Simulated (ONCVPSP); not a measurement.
# Cu: the cost of one run

Program: ONCVPSP 4.0.1.1 (patched build). Reference atom: PBEsol, scalar-relativistic, spherical and spin-unpolarised. All values are calculated.

## Step 1: Settings

The settings as typed:

| Quantity | Value |
| --- | --- |
| element | copper (Cu, Z = 29) |
| type | optimised norm-conserving Vanderbilt (ONCV) |
| frozen core | [Ne] |
| valence charge | 19 |
| reference configuration | 3s2 3p6 3d10 4s1 |
| partial waves | 3s+4s: rc 1.15 bohr, ncon 5, nbas 8, qcut 12 1/bohr, 2 projectors; 3p: rc 0.80 bohr, ncon 4, nbas 8, qcut 12 1/bohr, 1 projector; 3d: rc 1.55 bohr, ncon 4, nbas 9, qcut 9.1 1/bohr, 3 projectors, debl 0.4 Ha |
| local potential | polynomial inside 0.60 bohr (lpopt 5, dvloc0 2 Ha) |
| core correction | not asked for |

The outer shells as boxes (Hund's rule for the drawing; the calculation is spin-unpolarised):

```
[Ne] core
3s [↑↓]
3p [↑↓][↑↓][↑↓]
3d [↑↓][↑↓][↑↓][↑↓][↑↓]
4s [↑ ]
```

An earlier all-electron run gives the scale for the radii.

All-electron outer shells of the reference configuration (PBEsol, scalar-relativistic, ld1.x):

```
shell  level (eV)  outermost node (bohr)  outermost maximum (bohr)
   2p     -916.42                      –                      0.16
   3s     -114.40                   0.29                      0.61
   3p      -72.00                   0.26                      0.62
   3d       -5.06                      –                      0.60
   4s       -4.61                   0.89                      2.27
   4p       -0.64                   0.98                      3.56
```

## Step 2: The generation run

File Cu.dat:

```
# ATOM AND REFERENCE CONFIGURATION
# atsym  z   nc   nv     iexc    psfile
  Cu 29.00    3    4  -116133      upf
#
#   n    l    f
    1    0    2.00
    2    0    2.00
    2    1    6.00
    3    0    2.00
    3    1    6.00
    3    2   10.00
    4    0    1.00
#
# PSEUDOPOTENTIAL AND OPTIMIZATION
# lmax
    2
#
#   l,   rc,      ep,       ncon, nbas, qcut
    0    1.15    0.00    5    8   12.00
    1    0.80    0.00    4    8   12.00
    2    1.55    0.00    4    9    9.10
#
# LOCAL POTENTIAL
# lloc, lpopt,  rc(5),   dvloc0
    4    5    0.60    2.00
#
# VANDERBILT-KLEINMAN-BYLANDER PROJECTORs
# l, nproj, debl
    0    2    1.00
    1    1    2.40
    2    3    0.40
#
# MODEL CORE CHARGE
# icmod, fcfact, rcfact
    0    0.00    0.00
#
# LOG DERIVATIVE ANALYSIS
# epsh1, epsh2, depsh
   -6.00    5.00    0.04
#
# OUTPUT GRID
# rlmax, drl
    6.00    0.01
#
# TEST CONFIGURATIONS
# ncnf
    4
# nvcnf
#   n    l    f
    4
    3    0    2.00
    3    1    6.00
    3    2   10.00
    4    0    0.00
#
    4
    3    0    2.00
    3    1    6.00
    3    2    9.00
    4    0    0.00
#
    4
    3    0    2.00
    3    1    6.00
    3    2    8.00
    4    0    0.00
#
    4
    3    0    2.00
    3    1    6.00
    3    2    7.00
    4    0    0.00
#
```

Launch:

```
oncvpsp.x < Cu.dat > Cu.out
```

**Question.** How long does this run take on 1 thread of Neoverse-N1, shared host?

About 5.3 s.
